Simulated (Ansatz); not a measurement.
Hf2Pd2Se2Br2O3:

```
Hf Pd Se Br O
1.0
    -1.89227    2.67212   12.28423
     1.89227   -2.67212   12.28423
     1.89227    2.67212  -12.28423
Hf Pd Se Br O
2 2 2 2 3
Direct
  0.92095 0.92095 0.00000
  0.07905 0.07905 0.00000
  0.68332 0.68332 0.00000
  0.31668 0.31668 0.00000
  0.61777 0.11777 0.50000
  0.38223 0.88223 0.50000
  0.78660 0.78660 0.00000
  0.21340 0.21340 0.00000
  0.90121 0.40121 0.50000
  0.09879 0.59879 0.50000
  0.00000 0.00000 0.00000
```

The cell was built by a generator and needn't be a form met in nature.

```yaml
Program: Ansatz 0.2.0
Task: relaxation of cell and atoms
Functional: r2SCAN
Dispersion: D4
Potentials_or_basis: Ansatz PAW
Cutoff: "500 eV (not typed: the program's choice for these potentials)"
k_mesh: 6 × 6 × 6
Occupations: fermi-dirac, width 0.05 eV
Spin: no spin polarisation
```

At the start: volume 22.59 Å³/atom.

Where does the relaxation end?

It ends after 6 steps and the volume is 21.83 Å³/atom (-3.4 %); space group Immm (No. 71, to 0.05 Å).

Step by step:
```
step  energy change (eV)  largest force (eV/Å)  volume (Å³)
   1              0.0000                0.1383       248.45
   2             -0.0640                0.2014       241.44
   3             -0.0772                0.0278       239.75
   4             -0.0781                0.0097       239.98
   5             -0.0782                0.0049       240.09
   6             -0.0749                0.0050       240.09
```

Final structure:
```yaml
crystal:
  lattice:
    - [-1.87082, 2.66831, 12.02367]
    - [1.87082, -2.66831, 12.02367]
    - [1.87082, 2.66831, -12.02367]
  atoms:
    - { symbol: Hf, position: [0.91986, 0.91986, 0.00000] }
    - { symbol: Hf, position: [0.08014, 0.08014, 0.00000] }
    - { symbol: Pd, position: [0.68193, 0.68193, 0.00000] }
    - { symbol: Pd, position: [0.31807, 0.31807, 0.00000] }
    - { symbol: Se, position: [0.61541, 0.11541, 0.50000] }
    - { symbol: Se, position: [0.38459, 0.88459, 0.50000] }
    - { symbol: Br, position: [0.78707, 0.78707, 0.00000] }
    - { symbol: Br, position: [0.21293, 0.21293, 0.00000] }
    - { symbol: O, position: [0.89924, 0.39924, 0.50000] }
    - { symbol: O, position: [0.10076, 0.60076, 0.50000] }
    - { symbol: O, position: [0.00000, 0.00000, 0.00000] }
```

Caveat: the plane-wave basis is chosen anew once the cell has moved, so the energies of steps on either side of that aren't comparable; pairwise dispersion overbinds metals, which lowers pressure and volume; the PAW data sets come from PBE, with cores solved anew for the run's functional, which leaves a small shift of forces and pressure.
